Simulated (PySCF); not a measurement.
# CH8F2Si3: runs on many settings, part 2 of 2

PySCF 2.14.0. Atoms count from 0. The steps go on from the part before.

## Step 4: Excited states and response: LDA/3-21G

Job settings and geometry (Å):

```
{"job": {"kind": "uv", "xc": "LDA", "basis": "3-21G", "nstates": 12, "ntriplets": 5, "tda": false, "scf": {"aux": "def2-universal-jkfit", "damp": 0.1}}, "charge": 0, "multiplicity": 1}
F     -0.855557     1.830967    -0.665952
C     -1.758365     0.839012    -0.397031
F     -1.705308    -0.001762    -1.474437
Si    -1.235054    -0.111970     1.211214
Si     0.853950    -1.006041     0.739856
Si     2.021654    -0.008308    -1.007238
H     -2.752025     1.304255    -0.407314
H     -1.340607     0.938366     2.230271
H     -2.383589    -0.998945     1.430387
H      1.605971    -0.969182     2.008380
H      0.657022    -2.449494     0.509993
H      3.361470    -0.592941    -1.139212
H      2.194761     1.426366    -0.777738
H      1.334999    -0.200797    -2.283345
```

Level: TDDFT LDA/3-21G, vertical, gas phase, core orbitals frozen in the response.

What it wrote:

```text
damping 0.10 in the first 6 cycles
final grid: 113176 points
cycle   1  E = -1099.9334469086  dE = -3.509e-01  |g| = 5.805e-01  |ddm| = 3.263e+00
cycle   2  E = -1099.8506696224  dE =  8.278e-02  |g| = 9.498e-01  |ddm| = 1.302e+00
cycle   3  E = -1099.6942430024  dE =  1.564e-01  |g| = 1.363e+00  |ddm| = 1.693e+00
cycle   4  E = -1099.0495051641  dE =  6.447e-01  |g| = 2.382e+00  |ddm| = 2.926e+00
cycle   5  E = -1098.4595588040  dE =  5.899e-01  |g| = 2.983e+00  |ddm| = 3.996e+00
cycle   6  E = -1082.6666485861  dE =  1.579e+01  |g| = 7.206e+00  |ddm| = 1.617e+01
cycle   7  E = -1041.9366822747  dE =  4.073e+01  |g| = 1.145e+01  |ddm| = 2.142e+01
cycle   8  E = -1091.8519912577  dE = -4.992e+01  |g| = 3.792e+00  |ddm| = 1.960e+01
cycle   9  E = -1076.9832438272  dE =  1.487e+01  |g| = 5.754e+00  |ddm| = 1.645e+01
cycle  10  E = -1091.3349296437  dE = -1.435e+01  |g| = 3.634e+00  |ddm| = 9.854e+00
cycle  11  E = -1099.8376124096  dE = -8.503e+00  |g| = 5.759e-01  |ddm| = 7.646e+00
cycle  12  E = -1099.9380706776  dE = -1.005e-01  |g| = 4.346e-01  |ddm| = 1.579e+00
cycle  13  E = -1099.9852015460  dE = -4.713e-02  |g| = 1.658e-01  |ddm| = 6.436e-01
cycle  14  E = -1099.9901087651  dE = -4.907e-03  |g| = 1.241e-01  |ddm| = 2.791e-01
cycle  15  E = -1099.9918852630  dE = -1.776e-03  |g| = 6.091e-02  |ddm| = 1.576e-01
cycle  16  E = -1099.9928766577  dE = -9.914e-04  |g| = 6.392e-03  |ddm| = 9.255e-02
cycle  17  E = -1099.9928895564  dE = -1.290e-05  |g| = 3.673e-03  |ddm| = 1.788e-02
cycle  18  E = -1099.9928940614  dE = -4.505e-06  |g| = 5.255e-04  |ddm| = 6.577e-03
cycle  19  E = -1099.9928941667  dE = -1.054e-07  |g| = 1.428e-04  |ddm| = 1.276e-03
cycle  20  E = -1099.9928941756  dE = -8.866e-09  |g| = 2.594e-05  |ddm| = 3.098e-04
cycle  21  E = -1099.9928941759  dE = -2.626e-10  |g| = 1.163e-05  |ddm| = 6.857e-05
converged SCF energy = -1099.9928941759

Static polarisability (au): isotropic 86.662, principal 67.210 83.127 109.648

Singlet excitations
state   eV       nm        f      main configurations
  1   5.3632    231.2   0.01255   H->L 0.97
  2   6.1887    200.3   0.00092   H->L+1 0.97
  3   6.4718    191.6   0.03152   H->L+2 0.85
  4   6.9082    179.5   0.01349   H-2->L 0.71, H-3->L 0.21
  5   6.9374    178.7   0.35440   H-1->L 0.73
  6   7.0413    176.1   0.00363   H-3->L 0.71, H-2->L 0.21
  7   7.1053    174.5   0.01344   H-4->L 0.94
  8   7.1793    172.7   0.04674   H->L+3 0.82
  9   7.3389    168.9   0.00118   H->L+4 0.88
 10   7.4253    167.0   0.01308   H-5->L 0.72, H-6->L 0.10
 11   7.4666    166.1   0.00221   H-1->L+1 0.65, H-6->L 0.25
 12   7.4988    165.3   0.00917   H-6->L 0.55, H-1->L+1 0.22

Triplet excitations (Tamm-Dancoff, eV): 5.0445 6.0502 6.1047 6.2258 6.4866
```

Wall time 15 s (1 thread of Arm Neoverse N1, shared host).

This run: HOMO -6.44 eV, LUMO -1.28 eV; lowest singlet 5.36 eV.

## Step 5: Shielding tensors: PBE0/pcSseg-1

Settings changed since step 4:

```diff
@@ -1,2 +1,2 @@
-{"job": {"kind": "uv", "xc": "LDA", "basis": "3-21G", "nstates": 12, "ntriplets": 5, "tda": false, "scf": {"aux": "def2-universal-jkfit", "damp": 0.1}}, "charge": 0, "multiplicity": 1}
+{"job": {"kind": "nmr", "xc": "PBE0", "basis": "pcSseg-1", "pop": false, "grid": 1}, "charge": 0, "multiplicity": 1}
 F     -0.855557     1.830967    -0.665952
```

Level: GIAO PBE0/pcSseg-1 NMR shielding, non-relativistic, gas phase.

What it wrote:

```text
final grid: 54792 points
cycle   1  E = -1110.3362557201  dE =  2.154e-01  |g| = 6.226e-01  |ddm| = 3.196e+00
cycle   2  E = -1110.2730917471  dE =  6.316e-02  |g| = 9.143e-01  |ddm| = 8.178e-01
cycle   3  E = -1110.3989591098  dE = -1.259e-01  |g| = 3.861e-02  |ddm| = 4.890e-01
cycle   4  E = -1110.3992179214  dE = -2.588e-04  |g| = 1.155e-02  |ddm| = 4.442e-02
cycle   5  E = -1110.3992517263  dE = -3.380e-05  |g| = 3.808e-03  |ddm| = 1.859e-02
cycle   6  E = -1110.3992561440  dE = -4.418e-06  |g| = 3.709e-04  |ddm| = 5.290e-03
cycle   7  E = -1110.3992561669  dE = -2.286e-08  |g| = 1.675e-04  |ddm| = 4.979e-04
cycle   8  E = -1110.3992561722  dE = -5.309e-09  |g| = 6.803e-05  |ddm| = 1.885e-04
cycle   9  E = -1110.3992561729  dE = -6.974e-10  |g| = 1.443e-05  |ddm| = 5.106e-05
converged SCF energy = -1110.3992561729

GIAO shielding tensors (ppm)
atom      isotropic    diamagn.    paramagn.     s11        s22        s33       span
  0 F      313.257     476.560    -163.304    177.645    315.020    447.106    269.462
  1 C       57.613     242.924    -185.311     34.037     64.269     74.534     40.497
  2 F      310.996     476.907    -165.911    180.577    310.067    442.344    261.768
  3 Si     421.826     880.088    -458.262    391.045    421.852    452.581     61.536
  4 Si     484.904     880.914    -396.010    475.885    480.070    498.757     22.872
  5 Si     459.364     879.912    -420.548    448.046    461.644    468.402     20.357
  6 H       24.891      27.404      -2.513     22.485     23.926     28.260      5.775
  7 H       27.759      28.870      -1.111     24.552     25.320     33.407      8.855
  8 H       27.653      28.618      -0.965     24.412     25.160     33.387      8.975
  9 H       28.290      29.046      -0.756     24.412     25.748     34.708     10.296
 10 H       28.192      29.205      -1.014     24.463     25.642     34.471     10.007
 11 H       28.045      28.499      -0.454     24.344     25.480     34.310      9.967
 12 H       28.058      29.344      -1.286     24.387     26.625     33.163      8.777
 13 H       27.995      29.419      -1.424     24.175     26.934     32.876      8.702
```

Wall time 19 s (1 thread of Arm Neoverse N1, shared host); peak memory 0.75 GiB.

This run: δ C1 129.3, F0 -141.2, Si3 -72.7, Si5 -110.2, H6 6.83, H7 4.01 ppm (means over like atoms).

## Step 6: NMR shieldings: X3LYP/pcSseg-1

Settings changed since step 5:

```diff
@@ -1,2 +1,2 @@
-{"job": {"kind": "nmr", "xc": "PBE0", "basis": "pcSseg-1", "pop": false, "grid": 1}, "charge": 0, "multiplicity": 1}
+{"job": {"kind": "nmr", "xc": "X3LYP", "basis": "pcSseg-1", "pop": true, "scf": {"damp": 2.0, "max_cycle": 59}}, "charge": 0, "multiplicity": 1}
 F     -0.855557     1.830967    -0.665952
```

With the program's defaults for keys left out, this is: GIAO X3LYP/pcSseg-1 NMR shielding, non-relativistic, gas phase.

What it wrote:

```text
damping 2.00 in the first 6 cycles
final grid: 113176 points
cycle   1  E = -1110.8000031984  dE =  2.091e-01  |g| = 6.587e-01  |ddm| = 3.205e+00
cycle   2  E = -1110.1854288156  dE =  6.146e-01  |g| = 2.109e+00  |ddm| = 7.507e-01
cycle   3  E = -1104.4179405141  dE =  5.767e+00  |g| = 5.825e+00  |ddm| = 1.104e+01
cycle   4  E = -1067.8458119381  dE =  3.657e+01  |g| = 1.322e+01  |ddm| = 1.512e+01
cycle   5  E = -717.2071158744  dE =  3.506e+02  |g| = 2.710e+01  |ddm| = 2.346e+01
cycle   6  E = -763.4798150830  dE = -4.627e+01  |g| = 3.153e+01  |ddm| = 4.227e+01
cycle   7  E = -753.6507941425  dE =  9.829e+00  |g| = 2.852e+01  |ddm| = 4.898e+01
cycle   8  E = -1089.6944506078  dE = -3.360e+02  |g| = 9.119e+00  |ddm| = 3.889e+01
cycle   9  E = -1041.2657408431  dE =  4.843e+01  |g| = 9.359e+00  |ddm| = 2.610e+01
cycle  10  E = -1070.5829885871  dE = -2.932e+01  |g| = 9.466e+00  |ddm| = 2.401e+01
cycle  11  E = -1107.8285390646  dE = -3.725e+01  |g| = 3.328e+00  |ddm| = 1.489e+01
cycle  12  E = -1104.9184748153  dE =  2.910e+00  |g| = 3.870e+00  |ddm| = 1.205e+01
cycle  13  E = -1110.7388946454  dE = -5.820e+00  |g| = 7.438e-01  |ddm| = 7.281e+00
cycle  14  E = -1110.8398218073  dE = -1.009e-01  |g| = 3.798e-01  |ddm| = 1.082e+00
cycle  15  E = -1110.8664218965  dE = -2.660e-02  |g| = 1.094e-01  |ddm| = 4.777e-01
cycle  16  E = -1110.8686883026  dE = -2.266e-03  |g| = 2.308e-02  |ddm| = 1.239e-01
cycle  17  E = -1110.8688189184  dE = -1.306e-04  |g| = 6.115e-03  |ddm| = 3.514e-02
cycle  18  E = -1110.8688291389  dE = -1.022e-05  |g| = 1.169e-03  |ddm| = 9.448e-03
cycle  19  E = -1110.8688294905  dE = -3.516e-07  |g| = 4.435e-04  |ddm| = 1.847e-03
cycle  20  E = -1110.8688295372  dE = -4.667e-08  |g| = 1.016e-04  |ddm| = 5.918e-04
cycle  21  E = -1110.8688295392  dE = -2.019e-09  |g| = 2.245e-05  |ddm| = 1.164e-04
cycle  22  E = -1110.8688295393  dE = -1.455e-10  |g| = 7.079e-06  |ddm| = 4.106e-05
converged SCF energy = -1110.8688295393

GIAO shielding tensors (ppm)
atom      isotropic    diamagn.    paramagn.     s11        s22        s33       span
  0 F      309.961     477.504    -167.543    173.088    313.416    443.377    270.289
  1 C       50.100     242.480    -192.379     26.211     57.941     66.148     39.936
  2 F      307.342     477.865    -170.524    176.107    307.340    438.578    262.471
  3 Si     407.758     880.066    -472.307    374.595    409.077    439.603     65.008
  4 Si     468.376     880.868    -412.492    457.683    463.764    483.680     25.996
  5 Si     446.344     879.793    -433.450    433.861    448.353    456.817     22.956
  6 H       24.952      27.503      -2.551     22.551     24.176     28.128      5.578
  7 H       27.946      29.222      -1.276     24.844     25.586     33.409      8.566
  8 H       27.838      28.912      -1.075     24.714     25.412     33.386      8.672
  9 H       28.464      29.219      -0.755     24.761     26.014     34.617      9.856
 10 H       28.372      29.442      -1.070     24.811     25.919     34.387      9.576
 11 H       28.211      28.631      -0.420     24.634     25.721     34.279      9.645
 12 H       28.235      29.741      -1.506     24.678     26.874     33.153      8.474
 13 H       28.170      29.833      -1.663     24.466     27.178     32.865      8.399
```

Run time: 46 s. Hardware: 1 thread of Arm Neoverse N1, shared host; peak memory 0.75 GiB.

Despite a damping factor outside the range 0 to 1, the SCF converged in 22 cycles.

This run: δ C1 132.1, F0 -141.6, Si3 -72.5, Si5 -111.1, H6 6.86, H7 3.92 ppm (means over like atoms).

## Step 7: Side by side: electronic excitations

Excitations and ground-state properties, with basis size and wall time:

| run | lowest singlet (eV) | brightest (eV) | f | gap (eV) | α (Å³) | μ (D) | functions | time |
| --- | --- | --- | --- | --- | --- | --- | --- | --- |
| PBE0/def2-SVPD | 6.51 | 7.48 | 0.213 | 7.53 | 15.18 | 1.51 | 202 | 56 s |
| LDA/3-21G | 5.36 | 6.94 | 0.354 | 5.16 | 12.84 | 1.17 | 82 | 15 s |

## Step 8: Results

This closing draws on all 2 parts.

| quantity | value |
| --- | --- |
| ¹³C shifts against TMS (PBE0/pcSseg-1) | 129.3 ppm |
| ¹H shifts against TMS (PBE0/pcSseg-1, means over atoms taken as alike) | 6.83, 4.01, 3.68, 3.48 ppm |
| ¹⁹F shifts against CFCl3 (PBE0/pcSseg-1, means over atoms taken as alike) | -141.2 ppm |
| ²⁹Si shifts against TMS (PBE0/pcSseg-1) | -72.6, -110.2, -135.7 ppm |
| surface potential, 1st and 99th percentile | -0.85 V and 1.24 V |
| lowest singlet (PBE0/def2-SVPD) | 6.51 eV (190 nm), f = 0.022 |
| brightest single state of those computed | state 6, 7.48 eV, f = 0.213 |
| lowest triplet | 5.59 eV |
| range of the lowest singlet | 5.36 to 6.51 eV |

In words: Single values in the summary come from the first run of each kind that ended normally (PBE0/pcSseg-1; PBE0/def2-SVPD), which need not be the best level. The most deshielded hydrogen is H6 (hydrogen on an sp3 CH bonded to 2 F and Si), at 6.83 ppm: its carbon carries F, an electronegative neighbour. At PBE0/pcSseg-1: The widest tensor belongs to F0, F2: span 266 ppm, with a paramagnetic part of -165 ppm. By nearest atom (PBE0/pcSseg-1), the HOMO sits on C1 22 %; Si3 20 % and the LUMO on Si3 21 %; Si4 17 %. The lowest singlet, at 6.51 eV, is HOMO→LUMO 0.87, HOMO−1→LUMO 0.09 and is weak; of the 6 states computed, the strongest absorption comes from states 2 to 3 together at 6.77 eV (the last state computed is bright too, and its partners may lie past the list). The lowest triplet lies 0.93 eV below the lowest singlet (triplets in Tamm-Dancoff, singlets in full TDDFT). The lowest singlet runs from 5.36 eV (LDA/3-21G) to 6.51 eV (PBE0/def2-SVPD), while the orbital gap spans 5.16 to 7.53 eV. The lowest state need not be the same one in every run. The runs solved for a few states only, so the brightest column depends on that window.
